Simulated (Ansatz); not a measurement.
Ta3N:

```
Ta N
1.0
     3.03222    0.00000    0.00000
    -1.51611    2.62598    0.00000
     0.00000    0.00000    7.52414
Ta N
3 1
Cartesian
  1.5161 0.8753 6.2155
  0.0000 1.7507 1.3087
  0.0000 0.0000 3.7621
  0.0000 0.0000 0.0000
```

The cell comes from a database or a generator and needn't be the stable form of this composition.

Base run:

- Program: Ansatz 0.2.0
- Functional: PBEsol
- Potentials or basis: Ansatz PAW
- Cutoff: 420 eV (not typed: the program's choice for these potentials)
- k mesh: 7 × 7 × 3
- Occupations: fermi-dirac, width 0.05 eV
- Spin: no spin polarisation

Its results: band gap on the k mesh none (metal or under the smearing width); pressure -8.1 GPa; largest force 0.550 eV/Å.

**Question.** The run is repeated on the same cell with these changes: functional from PBEsol to LDA. What comes out?

**Answer.** Band gap on the k mesh none (metal or under the smearing width); pressure -13.3 GPa; largest force 0.693 eV/Å.

LDA binds more tightly than PBEsol, so the same cell stands under less pressure.

Caveats: spin-orbit coupling is left out, which moves the levels of the heavy elements; the PAW data sets come from PBE, with cores solved anew for the run's functional, which leaves a small shift of forces and pressure.
